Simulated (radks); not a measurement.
**K³⁺ in [Ne] 3s1.75 3p4 3d0.25: an all-electron calculation**

Aim: the levels, the sizes of the orbitals and the parts of the energy of the potassium ion K3+.

Program: radks (a radial shooting solver on a logarithmic mesh, Libxc functionals) version 1. Level of theory: scalar-relativistic Kohn-Sham, PBE, spin-polarised, spherical densities, finite nucleus; open shells are filled with parallel spins first. These are calculated values, not measurements, unless marked.

## 1. The atom as given

```
element            : potassium (Z = 19)
charge             : +3
electrons          : 16
configuration      : [Ne] 3s1.75 3p4 3d0.25
nuclear rms radius : 3.4349 fm
```

## 2. The calculation

Settings of this run:

```text
Z 19
configuration [Ne] 3s1.75 3p4 3d0.25 4s0 4p0 4d0 4f0
relativity scalar-relativistic
functional pbe,pbe
spin polarised
nucleus finite rms 3.4349 fm
c 137.035999084
```

Command:

```console
$ python run_ks.py task.json out
```

This one command runs every case of the session in turn.

Q: Predict the outcome of this run.

**Answer**, as computed:

| quantity | value |
| --- | --- |
| total energy | -598.71518 hartree |
| exchange-correlation share of it | 5.38 % |
| −T/E | 1.0062 |
| highest occupied level | 3d up, -30.963 eV |
| most extended occupied level | 3d up, <r> = 1.52 bohr |
| radius at density 0.001 e/bohr³ | 2.93 bohr |
| maxima of the radial density | 3 |

3 principal shells are occupied and 3 maxima appear in the radial density. −T/E is 1.006: with relativity the kinetic term as defined here no longer equals −E. This is not the tabulated ground configuration, so its levels and sizes aren't those of the ground state, and no measured value stands beside it.
